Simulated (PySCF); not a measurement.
**LuO at other levels of theory**

What do other methods print for LuO?

Computed with PySCF 2.14.0. Level: method and basis as typed in the scripts.

4 further runs of the same task are left out: 2 for a known fault of the program, 2 that didn't finish.

### Step 1. The system as given

LuO: 2 atoms, charge 0, spin multiplicity 2.

Bond lengths: Lu1–O2 1.962 Å.

### Step 2. The run that the others are compared with

input.py

```python
from pyscf import gto, scf

mol = gto.M(
    atom='Lu 0 0 0; O 0 0 1.962',
    basis='jorge-dzp-dkh',
    charge=0,
    spin=1,
    verbose=4,
)
mf = scf.UHF(mol)
mf = mf.sfx2c1e()
mf.level_shift = 0.3
mf.kernel()
mf.dip_moment()
print('orbital energies (hartree):', [e[max(0, n-3):n+3].round(4) for e, n in zip(mf.mo_energy, mol.nelec)])
```

Run with:

```sh
> OMP_NUM_THREADS=1 python input.py
```

### Step 3. Population analysis

Edit 1 changes step after the SCF: none → analyze.

Changes to input.py since step 2:

```diff
@@ -13,3 +13,3 @@
 mf.kernel()
-mf.dip_moment()
+mf.analyze()
 print('orbital energies (hartree):', [e[max(0, n-3):n+3].round(4) for e, n in zip(mf.mo_energy, mol.nelec)])
```

### Step 4. MP2

Edit 2 changes step after the SCF: none → mp2; frozen orbitals: none → 24.

Changes to input.py since step 2:

```diff
@@ -1,2 +1,2 @@
-from pyscf import gto, scf
+from pyscf import gto, scf, mp
 
@@ -13,2 +13,3 @@
 mf.kernel()
+mp.MP2(mf, frozen=24).kernel()
 mf.dip_moment()
```

### Step 5. CASSCF (ROHF)

Edit 3 changes step after the SCF: none → casscf; SCF type: UHF → ROHF; active space: none → 5 electrons in 6 orbitals.

input.py

```python
from pyscf import gto, scf, mcscf

mol = gto.M(
    atom='Lu 0 0 0; O 0 0 1.962',
    basis='jorge-dzp-dkh',
    charge=0,
    spin=1,
    verbose=4,
)
mf = scf.ROHF(mol)
mf = mf.sfx2c1e()
mf.level_shift = 0.3
mf.kernel()
mc = mcscf.CASSCF(mf, 6, 5)
mc.kernel()
mc.analyze()
mf.dip_moment()
print('orbital energies (hartree):', mf.mo_energy[..., max(0, mol.nelec[1]-3):mol.nelec[0]+3].round(4))
```

### Step 6. X3lyp (UKS)

Edit 4 changes functional: none (Hartree–Fock) → x3lyp; SCF type: UHF → UKS; step after the SCF: none → analyze.

input.py

```python
from pyscf import gto, dft

mol = gto.M(
    atom='Lu 0 0 0; O 0 0 1.962',
    basis='jorge-dzp-dkh',
    charge=0,
    spin=1,
    verbose=4,
)
mf = dft.UKS(mol, xc='x3lyp')
mf = mf.sfx2c1e()
mf.level_shift = 0.3
mf.kernel()
mf.analyze()
print('orbital energies (hartree):', [e[max(0, n-3):n+3].round(4) for e, n in zip(mf.mo_energy, mol.nelec)])
```

### Step 7. Pw6b95 (UKS)

Edit 5 changes functional: none (Hartree–Fock) → pw6b95; SCF type: UHF → UKS; step after the SCF: none → analyze.

input.py

```python
from pyscf import gto, dft

mol = gto.M(
    atom='Lu 0 0 0; O 0 0 1.962',
    basis='jorge-dzp-dkh',
    charge=0,
    spin=1,
    verbose=4,
)
mf = dft.UKS(mol, xc='pw6b95')
mf = mf.sfx2c1e()
mf.level_shift = 0.3
mf.kernel()
mf.analyze()
print('orbital energies (hartree):', [e[max(0, n-3):n+3].round(4) for e, n in zip(mf.mo_energy, mol.nelec)])
```

What does the calculation give? Wanted: for each run, E(SCF); from base; gap, α spin; SCF dipole; after the SCF.

The runs gave:

```csv
run,E(SCF) (hartree),from base (eV),cycles,"gap, α spin (eV)",SCF dipole (D),after the SCF
base,-14598.193864,0,27,9.55,9.94,n/a
population analysis,-14598.193864,0.0000,27,9.55,9.94,n/a
MP2,-14598.193864,0.0000,27,9.55,9.94,"MP2 correlation -25.660 eV, core frozen"
CASSCF (ROHF),-14598.193378,+0.0132,20,n/a,9.98,CASSCF correlation -0.400 eV
x3lyp (UKS),-14603.747003,not comparable,39,4.17,7.82,n/a
pw6b95 (UKS),-14607.721779,not comparable,33,4.49,7.97,n/a
```

The α-spin gap between the frontier levels is 4.2 eV with x3lyp (22 % exact exchange) and 4.5 eV with pw6b95 (28 %). Total energies of different functionals can't be compared with each other; differences within one functional can. The dearest run is “pw6b95 (UKS)”, at 45 s against 5.8 s.
